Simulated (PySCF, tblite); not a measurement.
# CH10N2OSi2: dynamics, then NMR shifts on frames, part 2 of 2

tblite 0.8.0 and PySCF 2.14.0. Atoms count from 0. The steps go on from the part before.

## (5) Shielding tensors: 625 fs, PBE0/pcSseg-1

Job settings and geometry (Å):

```
{"job": {"kind": "nmr", "xc": "PBE0", "basis": "pcSseg-1", "pop": false}, "charge": 0, "multiplicity": 1}
C      0.331400     1.619400     1.252100
O      0.221600     0.152000     1.135500
Si    -1.072500    -0.813900     0.955900
N     -0.334900    -2.059200     1.947200
N     -2.549200    -0.308300     1.768600
Si    -1.781700    -1.201100    -1.029500
H      0.955400     1.917400     0.418400
H     -0.627700     2.088000     0.978000
H      0.691300     1.819700     2.251000
H      0.645400    -1.902000     1.776000
H     -0.740400    -2.883300     1.543900
H     -3.274200    -0.943000     1.950600
H     -2.686800     0.306100     2.575400
H     -2.546400    -2.541700    -1.247800
H     -2.364600    -0.096100    -1.750000
H     -0.492100    -1.363600    -1.845200
```

Level: GIAO PBE0/pcSseg-1 NMR shielding, non-relativistic, gas phase.

The program printed:

```text
coarse grid: 13744 points
cycle   1  E = -807.1370920699  dE =  5.441e-01  |g| = 8.459e-01  |ddm| = 3.474e+00
cycle   2  E = -806.9197408322  dE =  2.174e-01  |g| = 1.336e+00  |ddm| = 2.087e+00
cycle   3  E = -807.2748689714  dE = -3.551e-01  |g| = 1.307e-01  |ddm| = 1.531e+00
cycle   4  E = -807.2774002349  dE = -2.531e-03  |g| = 6.476e-02  |ddm| = 1.356e-01
cycle   5  E = -807.2782074078  dE = -8.072e-04  |g| = 9.623e-03  |ddm| = 5.784e-02
cycle   6  E = -807.2782299176  dE = -2.251e-05  |g| = 2.664e-03  |ddm| = 1.376e-02
cycle   7  E = -807.2782315510  dE = -1.633e-06  |g| = 7.214e-04  |ddm| = 3.606e-03
final grid: 121976 points
cycle   8  E = -807.3164826972  dE = -1.713e-05  |g| = 1.139e-02  |ddm| = 1.921e-02
cycle   9  E = -807.3164511763  dE =  3.152e-05  |g| = 1.735e-02  |ddm| = 1.937e-02
cycle  10  E = -807.3165072701  dE = -5.609e-05  |g| = 1.462e-03  |ddm| = 1.222e-02
cycle  11  E = -807.3165077184  dE = -4.483e-07  |g| = 2.216e-04  |ddm| = 1.539e-03
cycle  12  E = -807.3165077260  dE = -7.619e-09  |g| = 1.003e-04  |ddm| = 2.729e-04
cycle  13  E = -807.3165077281  dE = -2.098e-09  |g| = 2.198e-05  |ddm| = 8.735e-05
cycle  14  E = -807.3165077282  dE = -9.959e-11  |g| = 5.697e-06  |ddm| = 2.387e-05
converged SCF energy = -807.3165077282

GIAO shielding tensors (ppm)
atom      isotropic    diamagn.    paramagn.     s11        s22        s33       span
  0 C      128.478     247.080    -118.602     96.354    101.705    187.375     91.022
  1 O      303.038     400.529     -97.491    278.544    297.449    333.121     54.577
  2 Si     349.907     880.837    -530.929    314.749    345.219    389.754     75.005
  3 N      211.115     325.854    -114.739    180.295    202.512    250.538     70.243
  4 N      231.412     314.175     -82.763    209.461    214.693    270.083     60.622
  5 Si     484.849     883.472    -398.622    464.750    485.991    503.807     39.057
  6 H       27.565      31.069      -3.505     23.281     25.432     33.981     10.700
  7 H       27.517      30.695      -3.178     23.181     26.219     33.151      9.969
  8 H       27.484      29.170      -1.686     23.096     24.837     34.519     11.423
  9 H       30.576      34.625      -4.049     23.726     29.222     38.779     15.053
 10 H       32.172      31.862       0.311     26.037     29.139     41.341     15.304
 11 H       32.314      30.472       1.842     26.014     28.505     42.422     16.408
 12 H       30.684      30.095       0.589     23.628     25.616     42.809     19.181
 13 H       27.375      28.883      -1.507     24.374     25.155     32.597      8.223
 14 H       28.560      31.354      -2.794     25.159     26.449     34.072      8.913
 15 H       27.868      31.035      -3.166     24.713     26.221     32.671      7.957
```

Wall time 15 s (1 thread of Arm Neoverse V2, shared host); peak memory 0.77 GiB.

Key values: δ C0 58.4, O1 33.0, Si2 -0.7, Si5 -135.7, H13 4.34, H8 4.23 ppm.

## (6) NMR shieldings: 800 fs, PBE0/pcSseg-1

Job settings and geometry (Å):

```
{"job": {"kind": "nmr", "xc": "PBE0", "basis": "pcSseg-1", "pop": false}, "charge": 0, "multiplicity": 1}
C      0.923200     1.485000     1.546400
O      0.156600     0.497700     2.023700
Si    -0.860900    -0.797000     1.705800
N     -0.068700    -2.370000     2.124100
N     -2.293200    -0.558200     2.950800
Si    -1.481700    -0.996300    -0.475600
H      1.933000     1.103100     1.153000
H      0.363700     2.040300     0.637400
H      1.153900     2.188500     2.357800
H      0.570800    -2.399700     2.872300
H      0.213300    -2.809000     1.248400
H     -2.437800    -1.340900     3.537600
H     -2.183300     0.235800     3.534300
H     -1.823500    -2.430200    -0.482700
H     -2.719400    -0.295700    -0.584600
H     -0.630000    -1.053000    -1.584500
```

With the program's defaults for keys left out, this is: GIAO PBE0/pcSseg-1 NMR shielding, non-relativistic, gas phase.

The program printed:

```text
coarse grid: 13744 points
cycle   1  E = -807.1527089791  dE =  3.835e-01  |g| = 8.242e-01  |ddm| = 3.459e+00
cycle   2  E = -806.9882392390  dE =  1.645e-01  |g| = 1.234e+00  |ddm| = 1.907e+00
cycle   3  E = -807.2824868609  dE = -2.942e-01  |g| = 9.363e-02  |ddm| = 1.296e+00
cycle   4  E = -807.2835688861  dE = -1.082e-03  |g| = 5.752e-02  |ddm| = 1.215e-01
cycle   5  E = -807.2842225057  dE = -6.536e-04  |g| = 8.037e-03  |ddm| = 4.962e-02
cycle   6  E = -807.2842372458  dE = -1.474e-05  |g| = 1.449e-03  |ddm| = 9.601e-03
cycle   7  E = -807.2842377044  dE = -4.586e-07  |g| = 4.387e-04  |ddm| = 1.928e-03
final grid: 121976 points
cycle   8  E = -807.3213279605  dE = -1.777e-05  |g| = 9.727e-03  |ddm| = 1.639e-02
cycle   9  E = -807.3213064877  dE =  2.147e-05  |g| = 1.445e-02  |ddm| = 1.657e-02
cycle  10  E = -807.3213454034  dE = -3.892e-05  |g| = 1.121e-03  |ddm| = 1.065e-02
cycle  11  E = -807.3213456862  dE = -2.828e-07  |g| = 2.049e-04  |ddm| = 1.300e-03
cycle  12  E = -807.3213456940  dE = -7.728e-09  |g| = 8.384e-05  |ddm| = 2.421e-04
cycle  13  E = -807.3213456953  dE = -1.369e-09  |g| = 1.926e-05  |ddm| = 7.663e-05
cycle  14  E = -807.3213456954  dE = -7.458e-11  |g| = 5.200e-06  |ddm| = 1.691e-05
converged SCF energy = -807.3213456954

GIAO shielding tensors (ppm)
atom      isotropic    diamagn.    paramagn.     s11        s22        s33       span
  0 C      127.154     246.399    -119.245    103.511    106.876    171.076     67.565
  1 O      279.806     400.530    -120.724    197.387    319.439    322.592    125.205
  2 Si     351.758     878.835    -527.076    324.825    344.214    386.235     61.409
  3 N      211.333     325.391    -114.058    181.438    189.667    262.895     81.457
  4 N      223.952     314.529     -90.577    181.482    214.844    275.529     94.047
  5 Si     491.576     883.336    -391.760    443.358    493.940    537.430     94.073
  6 H       26.432      30.419      -3.987     22.187     24.182     32.928     10.741
  7 H       25.703      29.630      -3.927     21.207     23.984     31.919     10.711
  8 H       26.950      28.293      -1.343     22.580     24.759     33.510     10.929
  9 H       30.877      32.737      -1.860     24.923     26.168     41.540     16.617
 10 H       30.568      34.470      -3.903     23.974     28.841     38.889     14.915
 11 H       31.563      28.649       2.914     25.315     27.639     41.735     16.421
 12 H       31.699      31.068       0.631     25.358     27.640     42.098     16.741
 13 H       28.683      30.274      -1.591     25.268     27.723     33.059      7.791
 14 H       29.037      30.560      -1.523     24.928     26.764     35.420     10.492
 15 H       29.136      32.436      -3.300     25.777     26.529     35.102      9.325
```

Wall time 15 s (1 thread of Arm Neoverse V2, shared host); peak memory 0.77 GiB.

This run: δ C0 59.8, O1 56.3, Si2 -2.6, Si5 -142.4, H7 6.01, H6 5.29 ppm.

## (7) Shielding tensors: 1000 fs, PBE0/pcSseg-1

Job settings and geometry (Å):

```
{"job": {"kind": "nmr", "xc": "PBE0", "basis": "pcSseg-1", "pop": false}, "charge": 0, "multiplicity": 1}
C      0.793000     1.220000     2.362900
O     -0.204100     0.871400     1.536400
Si    -1.034800    -0.526100     1.614400
N      0.038000    -1.883400     1.993100
N     -2.398700    -0.537400     2.707800
Si    -1.641200    -0.508000    -0.631600
H      0.659900     1.140400     3.568100
H      1.666600     0.634300     2.282400
H      1.029900     2.198400     2.140200
H     -0.362900    -2.785100     2.196200
H      1.003800    -1.928500     1.814100
H     -3.382800    -0.554400     2.366300
H     -2.388900    -0.430800     3.719500
H     -2.076200    -1.766000    -1.246700
H     -2.554800     0.598900    -1.135600
H     -0.449500    -0.123200    -1.398300
```

Method: GIAO PBE0/pcSseg-1 NMR shielding, non-relativistic, gas phase.

The program printed:

```text
coarse grid: 13744 points
cycle   1  E = -807.1873907809  dE =  5.075e-01  |g| = 7.865e-01  |ddm| = 3.499e+00
cycle   2  E = -807.0673099091  dE =  1.201e-01  |g| = 1.120e+00  |ddm| = 1.499e+00
cycle   3  E = -807.3050960114  dE = -2.378e-01  |g| = 9.393e-02  |ddm| = 9.943e-01
cycle   4  E = -807.3062220127  dE = -1.126e-03  |g| = 4.999e-02  |ddm| = 8.980e-02
cycle   5  E = -807.3066972806  dE = -4.753e-04  |g| = 7.918e-03  |ddm| = 4.335e-02
cycle   6  E = -807.3067117576  dE = -1.448e-05  |g| = 1.364e-03  |ddm| = 9.894e-03
cycle   7  E = -807.3067121697  dE = -4.121e-07  |g| = 3.148e-04  |ddm| = 1.760e-03
final grid: 121976 points
cycle   8  E = -807.3441881394  dE = -2.420e-05  |g| = 1.075e-02  |ddm| = 1.891e-02
cycle   9  E = -807.3441636489  dE =  2.449e-05  |g| = 1.573e-02  |ddm| = 1.728e-02
cycle  10  E = -807.3442096147  dE = -4.597e-05  |g| = 1.173e-03  |ddm| = 1.077e-02
cycle  11  E = -807.3442099170  dE = -3.022e-07  |g| = 2.180e-04  |ddm| = 1.209e-03
cycle  12  E = -807.3442099261  dE = -9.077e-09  |g| = 7.982e-05  |ddm| = 2.357e-04
cycle  13  E = -807.3442099272  dE = -1.171e-09  |g| = 2.314e-05  |ddm| = 6.978e-05
cycle  14  E = -807.3442099273  dE = -1.110e-10  |g| = 4.850e-06  |ddm| = 2.194e-05
converged SCF energy = -807.3442099273

GIAO shielding tensors (ppm)
atom      isotropic    diamagn.    paramagn.     s11        s22        s33       span
  0 C      140.306     239.378     -99.072    108.536    126.471    185.912     77.376
  1 O      296.165     402.181    -106.017    228.664    324.396    335.434    106.770
  2 Si     381.606     880.764    -499.158    360.172    385.838    398.807     38.636
  3 N      238.450     321.393     -82.943    207.549    244.438    263.363     55.813
  4 N      225.439     317.306     -91.867    200.477    212.775    263.064     62.586
  5 Si     473.600     883.296    -409.697    451.305    462.119    507.375     56.070
  6 H       26.271      24.039       2.231     22.062     23.972     32.777     10.715
  7 H       28.947      31.417      -2.470     24.451     26.473     35.917     11.466
  8 H       29.112      29.784      -0.672     24.012     26.307     37.017     13.005
  9 H       31.150      30.278       0.872     24.460     27.007     41.983     17.522
 10 H       31.398      35.389      -3.991     24.430     27.138     42.626     18.197
 11 H       29.572      28.602       0.970     23.072     25.948     39.696     16.623
 12 H       29.826      27.541       2.286     23.039     25.224     41.216     18.177
 13 H       28.795      30.980      -2.185     25.328     26.335     34.722      9.394
 14 H       27.787      30.223      -2.436     24.614     25.554     33.192      8.578
 15 H       28.555      32.821      -4.266     25.310     27.188     33.166      7.856
```

Wall time 15 s (1 thread of Arm Neoverse V2, shared host); peak memory 0.76 GiB.

This run: δ C0 46.6, O1 39.9, Si2 -32.4, Si5 -124.4, H6 5.45, H14 3.93 ppm.

## (8) Run by run: NMR shifts

Shifts (ppm) of some atoms, chosen among heavy atoms and hydrogens apart, with basis size and wall time:

```
  frame    C0    H11    H7    O1    Si2     Si5    N3  functions  time
 250 fs  54.0   2.62  2.34  19.1   -8.1  -134.5  57.3        166  15 s
 425 fs  62.5   0.25  5.43  39.7   -9.6  -126.0  53.1        166  15 s
 625 fs  58.4  -0.60  4.20  33.0   -0.7  -135.7  56.6        166  15 s
 800 fs  59.8   0.15  6.01  56.3   -2.6  -142.4  56.4        166  15 s
1000 fs  46.6   2.15  2.77  39.9  -32.4  -124.4  29.3        166  15 s
```

## (9) What came out

The summary covers parts 1 to 2.

```
                                       quantity                                                             value
                                     thermostat                                                             600 K
                  mean temperature, second half                                                             534 K
        mean potential energy above the minimum                                                           0.99 eV
 13C shifts against TMS (PBE0/pcSseg-1, 250 fs)                                                          54.0 ppm
  1H shifts against TMS (PBE0/pcSseg-1, 250 fs)  4.90, 4.37, 3.60, 3.09, 2.99, 2.62, 2.34, 1.27, -0.31, -0.89 ppm
 17O shifts against H2O (PBE0/pcSseg-1, 250 fs)                                                          19.1 ppm
29Si shifts against TMS (PBE0/pcSseg-1, 250 fs)                                                  -8.1, -134.5 ppm
 15N shifts against NH3 (PBE0/pcSseg-1, 250 fs)                                                    57.3, 49.8 ppm
                       range of the shift of O1                                                  19.1 to 56.3 ppm
```

What this shows: In the second half the potential energy averages 0.99 eV above the minimum; equipartition over 42 harmonic modes at 600 K would give 1.09 eV. With 16 atoms the temperature swings widely (342 to 752 K). Shifts at one fixed geometry are not the observed spectrum, which averages over the motion. In the first frame run (250 fs): Shielding is most anisotropic at O1 (span 104 ppm, paramagnetic term -84 ppm). In ppm, O1 moves most: its shift spreads over 37.2 ppm, from 19.1 (250 fs) to 56.3 (800 fs).
